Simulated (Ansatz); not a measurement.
# GaAs: a point defect seen from the nuclei (Sn on a Ga site), part 2 of 2

How do the nuclei near a point defect see it? The defect is Sn on a Ga site in GaAs (cell charge -1), first unrelaxed. The cell is a supercell built from a COD entry. Planned: a single point, then a relaxation.

Ansatz 0.2.0; DFT, PBE, plane-wave PAW, default files, scalar-relativistic.

## (3) Ions relaxed

input.yaml

```yaml
crystal:
  lattice:
    - [0.0, 8.48055, 8.48055]
    - [8.48055, 0.0, 8.48055]
    - [8.48055, 8.48055, 0.0]
  atoms:
    - { symbol: Sn, position: [0.0, 0.0, 0.0] }
    - { symbol: Ga, position: [0.0, 0.0, 0.3333333333] }
    - { symbol: Ga, position: [0.0, 0.0, 0.6666666667] }
    - { symbol: Ga, position: [0.0, 0.3333333333, 0.0] }
    - { symbol: Ga, position: [0.0, 0.3333333333, 0.3333333333] }
    - { symbol: Ga, position: [0.0, 0.3333333333, 0.6666666667] }
    - { symbol: Ga, position: [0.0, 0.6666666667, 0.0] }
    - { symbol: Ga, position: [0.0, 0.6666666667, 0.3333333333] }
    - { symbol: Ga, position: [0.0, 0.6666666667, 0.6666666667] }
    - { symbol: Ga, position: [0.3333333333, 0.0, 0.0] }
    - { symbol: Ga, position: [0.3333333333, 0.0, 0.3333333333] }
    - { symbol: Ga, position: [0.3333333333, 0.0, 0.6666666667] }
    - { symbol: Ga, position: [0.3333333333, 0.3333333333, 0.0] }
    - { symbol: Ga, position: [0.3333333333, 0.3333333333, 0.3333333333] }
    - { symbol: Ga, position: [0.3333333333, 0.3333333333, 0.6666666667] }
    - { symbol: Ga, position: [0.3333333333, 0.6666666667, 0.0] }
    - { symbol: Ga, position: [0.3333333333, 0.6666666667, 0.3333333333] }
    - { symbol: Ga, position: [0.3333333333, 0.6666666667, 0.6666666667] }
    - { symbol: Ga, position: [0.6666666667, 0.0, 0.0] }
    - { symbol: Ga, position: [0.6666666667, 0.0, 0.3333333333] }
    - { symbol: Ga, position: [0.6666666667, 0.0, 0.6666666667] }
    - { symbol: Ga, position: [0.6666666667, 0.3333333333, 0.0] }
    - { symbol: Ga, position: [0.6666666667, 0.3333333333, 0.3333333333] }
    - { symbol: Ga, position: [0.6666666667, 0.3333333333, 0.6666666667] }
    - { symbol: Ga, position: [0.6666666667, 0.6666666667, 0.0] }
    - { symbol: Ga, position: [0.6666666667, 0.6666666667, 0.3333333333] }
    - { symbol: Ga, position: [0.6666666667, 0.6666666667, 0.6666666667] }
    - { symbol: As, position: [0.0833333333, 0.0833333333, 0.0833333333] }
    - { symbol: As, position: [0.0833333333, 0.0833333333, 0.4166666667] }
    - { symbol: As, position: [0.0833333333, 0.0833333333, 0.75] }
    - { symbol: As, position: [0.0833333333, 0.4166666667, 0.0833333333] }
    - { symbol: As, position: [0.0833333333, 0.4166666667, 0.4166666667] }
    - { symbol: As, position: [0.0833333333, 0.4166666667, 0.75] }
    - { symbol: As, position: [0.0833333333, 0.75, 0.0833333333] }
    - { symbol: As, position: [0.0833333333, 0.75, 0.4166666667] }
    - { symbol: As, position: [0.0833333333, 0.75, 0.75] }
    - { symbol: As, position: [0.4166666667, 0.0833333333, 0.0833333333] }
    - { symbol: As, position: [0.4166666667, 0.0833333333, 0.4166666667] }
    - { symbol: As, position: [0.4166666667, 0.0833333333, 0.75] }
    - { symbol: As, position: [0.4166666667, 0.4166666667, 0.0833333333] }
    - { symbol: As, position: [0.4166666667, 0.4166666667, 0.4166666667] }
    - { symbol: As, position: [0.4166666667, 0.4166666667, 0.75] }
    - { symbol: As, position: [0.4166666667, 0.75, 0.0833333333] }
    - { symbol: As, position: [0.4166666667, 0.75, 0.4166666667] }
    - { symbol: As, position: [0.4166666667, 0.75, 0.75] }
    - { symbol: As, position: [0.75, 0.0833333333, 0.0833333333] }
    - { symbol: As, position: [0.75, 0.0833333333, 0.4166666667] }
    - { symbol: As, position: [0.75, 0.0833333333, 0.75] }
    - { symbol: As, position: [0.75, 0.4166666667, 0.0833333333] }
    - { symbol: As, position: [0.75, 0.4166666667, 0.4166666667] }
    - { symbol: As, position: [0.75, 0.4166666667, 0.75] }
    - { symbol: As, position: [0.75, 0.75, 0.0833333333] }
    - { symbol: As, position: [0.75, 0.75, 0.4166666667] }
    - { symbol: As, position: [0.75, 0.75, 0.75] }
total_charge: -1
kpoints:
  mp_grid: { grid: [2, 2, 2] }
scf:
  occupations: { method: fermi_dirac, width: 0.01 }
hamiltonian:
  xc: pbe
  pseudopotentials: { kind: paw }
output:
  forces: true
  stress: true
  populations: true
  efg:
    quadrupole_moments_barn: { Sn: -0.132, Ga: 0.107, As: 0.311 }
    contact_densities: true
relax:
  f_tol: 0.03
  max_steps: 40
```

On the command line:

```console
$ ansatz run input.yaml --threads 4 --pin off --max-ram 8192MiB --backend cpu --events-out ev --progress --plain --runs-dir out
```

The program printed:

```text
[... 1 line left out ...]
Warning: RAYON_NUM_THREADS=4 ignored (pool sized by the plan → 4); use --threads N
Sn: output.efg is read without spin–orbit coupling, which moves field gradients at and beside such atoms by some per cent and up to a factor of two; PAW files take it under magnetization.noncollinear and magnetization.spin_orbit
Engine: ansatz 0.2.0, x86_64-unknown-linux-gnu
Pseudopotentials: kind: paw
Pseudopotential: Sn, paw, valence charge 14, recommended cutoff 420 eV (normal), Sn.paw.azcp
Pseudopotential: Ga, paw, valence charge 13, recommended cutoff 420 eV (normal), Ga.paw.azcp
Pseudopotential: As, paw, valence charge 15, recommended cutoff 420 eV (normal), As.paw.azcp
Functional definition: PBE
  parameter kappa = 0.804
  parameter beta = 0.06672455060314922
  exchange = pbe_x(kappa = kappa, mu = beta*pi^2/3)
  correlation = pbe_c(beta = beta)
Crystal: 54 atoms, lattice volume = 1219.838 Å³
Basis set: ecut = 420 eV, 23829 PW (Γ), exchange–correlation on 162×162×162 points (8 copies of the dense FFT grid, shifted against one another)
Bands: 455, of which v1, the nominal top of the filled ones, is band 379 counted from 1 (378 counted from 0)
Symmetry: 24 space group operations
Space group: F-43m (ITA 216), of the structure as read, at distance tolerance 1.1e-4 Å
k-points: 3 of 8
Non-local potential: Sn, projectors of the file, l = 0: 2, l = 1: 2, l = 2: 2, l = 3: 2
Non-local potential: Ga, projectors of the file, l = 0: 2, l = 1: 2, l = 2: 3, l = 3: 1
Non-local potential: As, projectors of the file, l = 0: 2, l = 1: 2, l = 2: 3, l = 3: 1
PAW form: soft (Blöchl's): semilocal exchange-correlation on the pseudo side does not see the compensation charge
PAW one-centre angular grid: Sn, 590 points (default); XC on 64 Gauss nodes
PAW one-centre angular grid: Ga, 590 points (default); XC on 64 Gauss nodes
PAW one-centre angular grid: As, 590 points (default); XC on 64 Gauss nodes
Initial density: superposition of atomic densities (neutral atoms scaled as one to the charged cell's electrons: chi_scale 0, normalization atom), corrected by the library's trained network
Initial wavefunctions: pseudopotential atomic-orbital guess
Functional: x = pbe(κ = 0.804, μ = 0.2195149727645171), c = pbe(β = 0.06672455060314922)
SCF iter   1: F=—  HF=-235505.033909 eV  |F-HF|=—  |Δ(HF+E_count)|=         —  Δρ=5.88e-3  dr2=4.68e-1  ethr=1.77e-3  ⟨swp⟩=6.0  Hψ=4943  notcnv=0  defer=1
preconditioner: auto → LDOS  [insulator: Δε(μ)=0.151 eV  Ē_g=14.474 eV  σ=0.010 eV  W_gap=0.68  n_scr=330 (ndim 8)  ℏωp=23.5 eV  f_vac=0.083  D(μ)=17.48/eV (n_scr^D=64)  ε∞_Penn≈3.6  β→1.0]
SCF iter   2: F=—  HF=-235504.853505 eV  |F-HF|=—  |Δ(HF+E_count)|=   1.80e-1  Δρ=2.96e-3  dr2=8.00e-2  ethr=6.18e-5  ⟨swp⟩=3.0  Hψ=2347  notcnv=0  defer=197
SCF iter   3: F=—  HF=-235504.828485 eV  |F-HF|=—  |Δ(HF+E_count)|=   2.50e-2  Δρ=1.20e-3  dr2=2.23e-2  ethr=1.06e-5  ⟨swp⟩=3.3  Hψ=2270  notcnv=0  defer=197
SCF iter   4: F=—  HF=-235504.815988 eV  |F-HF|=—  |Δ(HF+E_count)|=   1.25e-2  Δρ=2.95e-4  dr2=4.56e-3  ethr=2.94e-6  ⟨swp⟩=2.0  Hψ=1983  notcnv=0  defer=197
SCF iter   5: F=—  HF=-235504.815478 eV  |F-HF|=—  |Δ(HF+E_count)|=   5.10e-4  Δρ=1.93e-4  dr2=1.19e-3  ethr=6.01e-7  ⟨swp⟩=2.0  Hψ=2240  notcnv=0  defer=197
SCF iter   6: F=—  HF=-235504.815074 eV  |F-HF|=—  |Δ(HF+E_count)|=   4.04e-4  Δρ=4.80e-5  dr2=1.26e-4  ethr=1.57e-7  ⟨swp⟩=2.0  Hψ=2108  notcnv=0  defer=197
SCF iter   7: F=-235504.815052 eV  HF=-235504.815070 eV  |F-HF|=1.80e-5  |Δ(HF+E_count)|=   4.30e-6  Δρ=2.83e-5  dr2=1.98e-5  ethr=2.97e-9  ⟨swp⟩=3.0  Hψ=5475  notcnv=0
SCF 1 converged in 7 iterations: F = -235504.815052 eV  dr2 = 1.98e-5
relax step   1: F+E_penalty+E_count = -235504.81505165 eV  Δ(F+E_penalty+E_count) = +0.000e0 eV  max|allowed force component| = 1.033e0 eV/Å  Δτ_max = 0.0000 Å  (7 SCF iters, dr2 threshold 2.25e-5 eV, accepted)
[... 10 lines left out ...]
[... 87 lines left out ...]
  atom  30  As V_zz =    +7.353148   η = 0.0000   by run symmetry: allowed   C_q = +55.2953 MHz
            electrostatic potential = -4514.632259 V   contact ρ = 235498.129379 e/Å³
  atom  31  As V_zz =    -0.435257   η = 0.6589   by run symmetry: allowed   C_q = -3.2731 MHz
            electrostatic potential = -4514.777194 V   contact ρ = 235494.812106 e/Å³
  atom  32  As V_zz =    -0.435257   η = 0.6589   by run symmetry: allowed   C_q = -3.2731 MHz
            electrostatic potential = -4514.777194 V   contact ρ = 235494.812106 e/Å³
  atom  33  As V_zz =    -0.443660   η = 0.7250   by run symmetry: allowed   C_q = -3.3363 MHz
            electrostatic potential = -4514.747970 V   contact ρ = 235494.861607 e/Å³
  atom  34  As V_zz =    +7.353148   η = 0.0000   by run symmetry: allowed   C_q = +55.2953 MHz
            electrostatic potential = -4514.632259 V   contact ρ = 235498.129379 e/Å³
  atom  35  As V_zz =    -0.443660   η = 0.7250   by run symmetry: allowed   C_q = -3.3363 MHz
            electrostatic potential = -4514.747970 V   contact ρ = 235494.861607 e/Å³
  atom  36  As V_zz =    -0.443660   η = 0.7250   by run symmetry: allowed   C_q = -3.3363 MHz
            electrostatic potential = -4514.747970 V   contact ρ = 235494.861607 e/Å³
  atom  37  As V_zz =    -0.435257   η = 0.6589   by run symmetry: allowed   C_q = -3.2731 MHz
            electrostatic potential = -4514.777194 V   contact ρ = 235494.812106 e/Å³
  atom  38  As V_zz =    -0.435257   η = 0.6589   by run symmetry: allowed   C_q = -3.2731 MHz
            electrostatic potential = -4514.777194 V   contact ρ = 235494.812106 e/Å³
  atom  39  As V_zz =    -0.443660   η = 0.7250   by run symmetry: allowed   C_q = -3.3363 MHz
            electrostatic potential = -4514.747970 V   contact ρ = 235494.861607 e/Å³
  atom  40  As V_zz =    -0.435257   η = 0.6589   by run symmetry: allowed   C_q = -3.2731 MHz
            electrostatic potential = -4514.777194 V   contact ρ = 235494.812106 e/Å³
  atom  41  As V_zz =    +0.157486   η = 0.0000   by run symmetry: allowed   C_q = +1.1843 MHz
            electrostatic potential = -4514.782156 V   contact ρ = 235495.186742 e/Å³
  atom  42  As V_zz =    +0.157486   η = 0.0000   by run symmetry: allowed   C_q = +1.1843 MHz
            electrostatic potential = -4514.782156 V   contact ρ = 235495.186742 e/Å³
  atom  43  As V_zz =    -0.443660   η = 0.7250   by run symmetry: allowed   C_q = -3.3363 MHz
            electrostatic potential = -4514.747970 V   contact ρ = 235494.861607 e/Å³
  atom  44  As V_zz =    +0.157486   η = 0.0000   by run symmetry: allowed   C_q = +1.1843 MHz
            electrostatic potential = -4514.782156 V   contact ρ = 235495.186742 e/Å³
  atom  45  As V_zz =    -0.443660   η = 0.7250   by run symmetry: allowed   C_q = -3.3363 MHz
            electrostatic potential = -4514.747970 V   contact ρ = 235494.861607 e/Å³
  atom  46  As V_zz =    +7.353148   η = 0.0000   by run symmetry: allowed   C_q = +55.2953 MHz
            electrostatic potential = -4514.632259 V   contact ρ = 235498.129379 e/Å³
  atom  47  As V_zz =    -0.443660   η = 0.7250   by run symmetry: allowed   C_q = -3.3363 MHz
            electrostatic potential = -4514.747970 V   contact ρ = 235494.861607 e/Å³
  atom  48  As V_zz =    -0.443660   η = 0.7250   by run symmetry: allowed   C_q = -3.3363 MHz
            electrostatic potential = -4514.747970 V   contact ρ = 235494.861607 e/Å³
  atom  49  As V_zz =    -0.443660   η = 0.7250   by run symmetry: allowed   C_q = -3.3363 MHz
            electrostatic potential = -4514.747970 V   contact ρ = 235494.861607 e/Å³
  atom  50  As V_zz =    +0.157486   η = 0.0000   by run symmetry: allowed   C_q = +1.1843 MHz
            electrostatic potential = -4514.782156 V   contact ρ = 235495.186742 e/Å³
  atom  51  As V_zz =    -0.443660   η = 0.7250   by run symmetry: allowed   C_q = -3.3363 MHz
            electrostatic potential = -4514.747970 V   contact ρ = 235494.861607 e/Å³
  atom  52  As V_zz =    -0.443660   η = 0.7250   by run symmetry: allowed   C_q = -3.3363 MHz
            electrostatic potential = -4514.747970 V   contact ρ = 235494.861607 e/Å³
  atom  53  As V_zz =    -0.443660   η = 0.7250   by run symmetry: allowed   C_q = -3.3363 MHz
            electrostatic potential = -4514.747970 V   contact ρ = 235494.861607 e/Å³
  atom  54  As V_zz =    +0.000000   η = 0.0000   by run symmetry: forbidden   C_q = +0.0000 MHz
            electrostatic potential = -4514.753562 V   contact ρ = 235494.457623 e/Å³
--- Band table (eV) ---
[... 3 lines left out ...]
--- Relaxed structure (4 steps of the walk, 4 accepted, 0 SCFs on fresh bases) ---
  F+E_penalty+E_count = -235505.38305755 eV   max|allowed force component| = 3.176e-3 eV/Å
  atoms:
[... 54 lines left out ...]
--- Löwdin populations: 54 sites ---
  site symbol       q [e]
[... 54 lines left out ...]
  spilling = 0.001528 (of n_electrons = 758.000000)
```

Wall time 2.1 min (4 threads of Intel Xeon Platinum 8375C at 2.90GHz (Ice Lake), shared host); peak memory 6 GiB.

Relaxation path:

```csv
step,energy change (eV),largest force component (eV/Å)
1,0.0000,1.033
2,-0.5363,0.131
3,-0.5665,0.042
4,-0.5680,0.003
```

Largest displacement: 0.161 Å (atom 28 and its like, As); mean 0.028 Å.

At the end: no gap over 0.1 eV on the mesh, largest force 0.006 eV/Å, pressure 4.8 GPa.

Beside the values of step 2 (V_zz in 10²¹ V/m²):

```csv
site,atoms,"V_zz, PBE","V_zz, PBE relaxed","η, PBE","η, PBE relaxed"
Sn,1,0.00,0.00,–,–
As28,"28, 30, 34, …",5.74,7.35,0.00,0.00
Ga2,"2, 3, 4, …",1.12,1.39,0.07,0.51
As33,"33, 35, 36, …",-0.46,-0.44,0.28,0.73
Ga15,"15, 17, 18, …",0.071,-0.29,0.39,0.23
As29,"29, 31, 32, …",1.40,-0.44,0.23,0.66
Ga5,"5, 11, 13, …",-0.13,-0.24,0.00,0.00
Ga9,"9, 21, 25, …",-0.23,-0.085,0.00,0.00
As41,"41, 42, 44, …",-0.088,0.16,0.00,0.00
As54,54,0.00,0.00,–,–
```

Site by site (atoms counted from 1):

```csv
site,atoms,distance from the defect (Å),V_zz (10²¹ V/m²),η,C_Q (MHz)
Sn,1,0.00,0.00,–,–
As28,"28, 30, 34, 46",2.61,7.35,0.00,55.3 (⁷⁵As)
Ga2,"2, 3, 4, 6, …",4.04,1.39,0.51,3.60 (⁷¹Ga)
As33,"33, 35, 36, 39, …",4.70,-0.44,0.73,-3.34 (⁷⁵As)
Ga15,"15, 17, 18, 23, …",5.66,-0.29,0.23,-0.763 (⁷¹Ga)
As29,"29, 31, 32, 37, …",6.16,-0.44,0.66,-3.27 (⁷⁵As)
Ga9,"9, 21, 25, 27",6.92,-0.085,0.00,-0.219 (⁷¹Ga)
Ga5,"5, 11, 13, 14",6.92,-0.24,0.00,-0.632 (⁷¹Ga)
As41,"41, 42, 44, 50",7.34,0.16,0.00,1.18 (⁷⁵As)
As54,54,7.34,0.00,–,0 (⁷⁵As)
```

Direction of the V_zz axis (Cartesian unit vector):

```csv
site,atom,x,y,z
Ga2,2,0.63,0.63,-0.46
Ga5,5,0.58,-0.58,-0.58
Ga9,9,-0.58,0.58,0.58
Ga15,15,0.71,0.71,0.00
As28,28,0.58,0.58,0.58
As29,29,0.71,0.71,0.00
As33,33,0.70,-0.70,0.11
As41,41,0.58,0.58,0.58
```

The sizes of the gradients above 0.15 moved by 55 % in the median, over a factor of two at the site that moves most (small gradients counted from 0.15; Ga15, 0.071 to -0.29), with a change of sign at Ga15, As29, As41.

## (4) From gradients to spectra (values of step 3)

⁷¹Ga (I = 3/2, Q = 107.0 mb) at 16.4 T, Larmor frequency 213.5 MHz. Second-order quadrupolar shifts of the central transition; chemical shifts are not computed, so all sites share one zero.

```csv
site,count,C_Q (MHz),η,ν_Q (MHz),δ_QIS (ppm)
Ga2,12,3.60,0.51,1.80,-7.7
Ga15,6,-0.763,0.23,0.382,-0.3
Ga9,4,-0.219,0.00,0.110,0.0
Ga5,4,-0.632,0.00,0.316,-0.2
```

⁷¹Ga central transition, static powder:

kHz, intensity and a bar:
```
     -8.3          0 
     -7.7          1 
     -7.2          3 #
     -6.6          3 #
     -6.0          4 #
     -5.5          4 #
     -4.9          4 #
     -4.4          5 #
     -3.8          5 ##
     -3.3          6 ##
     -2.7          8 ##
     -2.1          7 ##
     -1.6          6 ##
     -1.0          6 ##
     -0.5         32 ##########
      0.1        100 ##############################
      0.6          7 ##
      1.2          6 ##
      1.8          8 ##
      2.3          5 #
      2.9          4 #
      3.4          3 #
      4.0          1 
      4.5          0
```

¹¹⁹Sn Mössbauer parameters. δ = α(ρ − ρ₀) against SnO₂, with ρ the contact density, α = 0.0988 mm s⁻¹ a₀³ and ρ₀ = 183191.44 a₀⁻³ from a line fitted to 8 measured compounds at this level (rms miss 0.12 mm/s); ΔE_Q = ½eQV_zz(1 + η²/3)^½ with Q = -0.132 b.

```csv
site,count,ρ − ρ₀ (a₀⁻³),δ (mm/s),ΔE_Q (mm/s)
Sn,1,21.38,2.11,0.00
```

## (5) Outcome

What follows sums up all 2 parts.

```
                            quantity                                                                                                                                                                      value
                      state (step 3)                                                                                                 no gap over 0.1 eV on the mesh, largest force 0.006 eV/Å, pressure 4.8 GPa
    V_zz by site, step 3 (10²¹ V/m²)                                                                                 Sn 0.00, As28 7.35, Ga2 1.39, As33 -0.44, Ga15 -0.29, As29 -0.44, Ga9 -0.085, Ga5 -0.24, …
         largest C_Q in size, step 3                                                                                                                                                     55.3 MHz, ⁷⁵As at As28
step 3 (ions relaxed) against step 2  55 % in the median, over a factor of two at the site that moves most (small gradients counted from 0.15; Ga15, 0.071 to -0.29), with a change of sign at Ga15, As29, As41
```

In words: The largest gradient sits at As28 (3 Ga at 2.45 Å, 1 Sn at 2.61 Å). The runs allow no spin. The relaxation kept the symmetry F-43m, so a distorted place of lower energy may have been missed. With states at the Fermi level, this mesh doesn't settle the gradients near the defect. Relaxing moved atoms by up to 0.16 Å and single gradients by over a factor of two in size at the worst site (55 % in the median) (gradients over 0.15 counted), so at some sites the starting positions were a poor guide. At 16.4 T the ⁷¹Ga line of the largest coupling listed spans about 3.8 kHz under magic-angle spinning and 12 kHz static, from the quadrupolar part alone (no shift anisotropy). The ¹¹⁹Sn isomer shift is 2.11 mm/s against SnO₂. The run isn't spin-polarised, and a state with spin may lie lower. The defect repeats with the cell of 54 atoms, so it feels its images: sites between two images don't show the values beside a lone defect, and zeros or small values of η there can come from the images' arrangement. The relaxation keeps the site symmetry -43m of the start, so the impurity can't leave its site; a distortion that would localise the carrier isn't explored. A uniform background compensates the cell's charge. The defect cell has no gap above 0.1 eV on its mesh, so the values hang on the smearing and the k-mesh. The program warns that gradients near heavy atoms lack spin–orbit coupling.
